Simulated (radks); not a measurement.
# Fe¹³⁺ in [He] 2s2 2p5.75 3s2 3p1 3d0.25: an all-electron calculation

One table from this session's results is given with a row withheld; the runs are named, their logs left out.

Program: radks (a radial shooting solver on a logarithmic mesh, Libxc functionals) version 1. Level of theory: scalar-relativistic Kohn-Sham, SCAN, spin-polarised, spherical densities, finite nucleus; open shells are filled with parallel spins first. These are calculated values, not measurements, unless marked.

## Starting point

* element: iron (Z = 26)
* charge: +13
* electrons: 13
* configuration: [He] 2s2 2p5.75 3s2 3p1 3d0.25
* nuclear rms radius: 3.7377 fm

The first run:

The run's settings:

```text
Z 26
configuration [He] 2s2 2p5.75 3s2 3p1 3d0.25
relativity scalar-relativistic
functional scan,scan
spin polarised
nucleus finite rms 3.7377 fm
c 137.035999084
```

One table of the session follows, with a row left open; its other results are not shown here.

It belongs to the step «Radial structure». Radial moments (bohr):

| level | <r> | outermost maximum (interpolated) | 90 % within | nodes |
| --- | --- | --- | --- | --- |
| 1s up | 0.05845 | 0.0383 | 0.104 | 0 |
| 1s down | ? | ? | ? | ? |
| 2s up | 0.2628 | 0.221 | 0.406 | 1 |
| 2s down | 0.2628 | 0.221 | 0.406 | 1 |
| 2p up | 0.2313 | 0.178 | 0.377 | 0 |
| 2p down | 0.2314 | 0.178 | 0.377 | 0 |
| 3s up | 0.6889 | 0.639 | 1.00 | 2 |
| 3s down | 0.6921 | 0.641 | 1.01 | 2 |
| 3p up | 0.6841 | 0.629 | 1.01 | 1 |
| 3p down | 0.6873 | 0.632 | 1.02 | 1 |
| 3d up | 0.6366 | 0.536 | 0.977 | 0 |
| 3d down | 0.6375 | 0.535 | 0.979 | 0 |

Estimate the missing values for 1s down.

The run gave: <r>: 0.05843; outermost maximum (interpolated): 0.0383; 90 % within: 0.104; nodes: 0. In the column «<r>» it is the lowest.
